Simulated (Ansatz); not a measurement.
# HfO: the cost of one run

Computed with Ansatz 0.2.0, Gaussian basis. Level: def2-QZVPP, core rule «outside noble gas», up to 5 orbitals frozen.

Plan: UHF; ROHF; CCSD(T) on UHF.

2 further runs of the same task are left out: 2 set aside as unsound or not needed.

## Step 1: What is computed

The geometry is a PBE0/def2-TZVP stationary point (not a proven minimum) of the parent state, kept for this charge and spin. No spin-orbit coupling is included. Elements past krypton take def2 core potentials.

2 atoms, charge 0, spin multiplicity 5.

Atoms are counted from 1 here; the program's logs count them from 0.

Bond lengths: Hf1–O2 1.741 Å.

## Step 2: UHF

File in.yaml:

```yaml
crystal:
  periodic: [false, false, false]
  atoms:
    - {symbol: Hf, position_ang: [0.000000, 0.000000, 0.000000]}
    - {symbol: O, position_ang: [0.000000, 0.000000, 1.741200]}
basis:
  gaussian: {orbitals: "def2-QZVPP.json"}
magnetization: {spin_polarized: true, initial_magnetization: 4}
hamiltonian: {xc: hf}
output: {orbitals: {seedname: orbitals}}
```

On the command line:

```console
$ ansatz run in.yaml --threads 1 --pin off --events-out ev --progress --plain --max-ram 4096MiB --backend cpu
```

**Question.** How long does this run take on 1 thread of AMD EPYC 7R13, shared host, and how much memory does it need?

About 41 s, with a peak of 0.31 GiB.
